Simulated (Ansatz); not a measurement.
**Ti5Si: convergence and cost**

The task, for Ti5Si: see how the k-point mesh on the displaced cell moves the results.

Method: DFT PBE, scalar-relativistic, plane waves, PAW, in Ansatz 0.2.0.

2 further runs of the same task are left out: 1 that didn't finish, 1 set aside as unsound or not needed.

### 1 The system as given

It takes space group R32 (No. 155, trigonal). Conventional cell: a = 5.046 Å, b = 5.046 Å, c = 13.323 Å, α = 90.00°, β = 90.00°, γ = 120.00°. Ti (site symmetry 3) has 9 Ti at 2.83 to 2.94 Å and 3 Si at 2.92 Å as nearest neighbours. Ti (site symmetry 2) is surrounded by 8 Ti at 2.69 to 2.88 Å and 2 Si at 2.71 Å. Si (site symmetry 32) has 12 Ti at 2.71 to 2.92 Å as nearest neighbours.

Structure file:

```cif
data_structure
_symmetry_space_group_name_H-M 'R32:H'
_symmetry_Int_Tables_number 155
_cell_length_a 5.0457
_cell_length_b 5.0457
_cell_length_c 13.3227
_cell_angle_alpha 90.000
_cell_angle_beta 90.000
_cell_angle_gamma 120.000
_cell_volume 293.74
loop_
_atom_site_label
_atom_site_type_symbol
_atom_site_symmetry_multiplicity
_atom_site_Wyckoff_symbol
_atom_site_fract_x
_atom_site_fract_y
_atom_site_fract_z
_atom_site_occupancy
Ti1 Ti 6 c 0.00000 0.00000 0.15144 1
Ti2 Ti 9 d 0.60535 0.00000 0.00000 1
Si1 Si 3 b 0.33333 0.66667 0.16667 1
```

The structure comes from the Materials Project (structure only); it is used as listed.

### 2 The base input

input.yaml reads:

```yaml
crystal:
  lattice:
    - [2.5228393509, 1.4565619783, 4.4409048145]
    - [-2.5228393509, 1.4565619783, 4.4409048145]
    - [0.0, -2.9131239567, 4.4409048145]
  atoms:
    - { symbol: Ti, position: [0.15143967, 0.15143967, 0.15143967] }
    - { symbol: Ti, position: [0.60535, 0.39465, 0.0] }
    - { symbol: Ti, position: [0.0, 0.60535, 0.39465] }
    - { symbol: Ti, position: [0.84856033, 0.84856033, 0.84856033] }
    - { symbol: Ti, position: [0.39465, 0.0, 0.60535] }
    - { symbol: Si, position: [0.5, 0.5, 0.5] }
basis:
  ecutwfc: 420
kpoints:
  mp_grid: { grid: [12, 12, 12] }
hamiltonian:
  xc: pbe
scf:
  occupations: { method: gaussian, width: 0.1 }
output:
  forces: true
  stress: true
  eigenvalues: true
  populations: true
```

Its results, from an earlier run: -2189.3187 eV/atom at zero smearing, pressure 0.02 GPa, largest force 0.027 eV/Å, no gap on the mesh, in 7 SCF cycles and 74 s.

The runs on the displaced cell use a copy made earlier, with the atoms moved and the axes strained (about 1 %) at random, so that forces and shear stress do not vanish.

### 3 K-point mesh on the displaced cell: 1×1×1

input.yaml reads:

```yaml
crystal:
  lattice:
    - [2.5881446878, 1.4632273258, 4.4483080099]
    - [-2.5230840997, 1.4504458811, 4.4155398125]
    - [0.0214612383, -2.8797452988, 4.420795976]
  atoms:
    - { symbol: Ti, position: [0.1536244382, 0.1798274727, 0.1474436636] }
    - { symbol: Ti, position: [0.6026145207, 0.3887407449, 0.0293315758] }
    - { symbol: Ti, position: [-0.033138684, 0.6294481188, 0.4008227114] }
    - { symbol: Ti, position: [0.826575742, 0.8522278747, 0.8467902262] }
    - { symbol: Ti, position: [0.4015611026, -0.0222253565, 0.6210530498] }
    - { symbol: Si, position: [0.5150708304, 0.499047838, 0.4830431954] }
basis:
  ecutwfc: 420
kpoints:
  mp_grid: { grid: [1, 1, 1] }
hamiltonian:
  xc: pbe
scf:
  occupations: { method: gaussian, width: 0.1 }
output:
  forces: true
  stress: true
  eigenvalues: true
```

On the command line:

```
> ansatz run input.yaml --threads 1 --pin off --max-ram 2560MiB --backend cpu --events-out ev --progress --plain --runs-dir out
```

Further runs follow: K-point mesh on the displaced cell set to 2×2×2; K-point mesh on the displaced cell set to 4×4×4; K-point mesh on the displaced cell: 6×6×6.

What results come out of these runs, taken together?

As calculated:

```
                                                                  quantity                      value
k-point mesh on the displaced cell: within 10 and 1 meV/atom of 8×8×8 from  2×2×2 for 10; 6×6×6 for 1
```

In words: In the sweep of the k-point mesh on the displaced cell, 6×6×6 already comes within 1 meV/atom of the reference, and so do all later runs, at about 0.46 of the reference's time. The reference is only the best run made, not a proven limit. The gaps on the coarsest meshes are artefacts of sampling: the crystal is a metal on the dense ones. The error changes sign along the series, since a k mesh isn't variational, and a metal needs dense meshes to resolve its Fermi surface. Forces come within 0.01 eV/Å only at the reference itself.
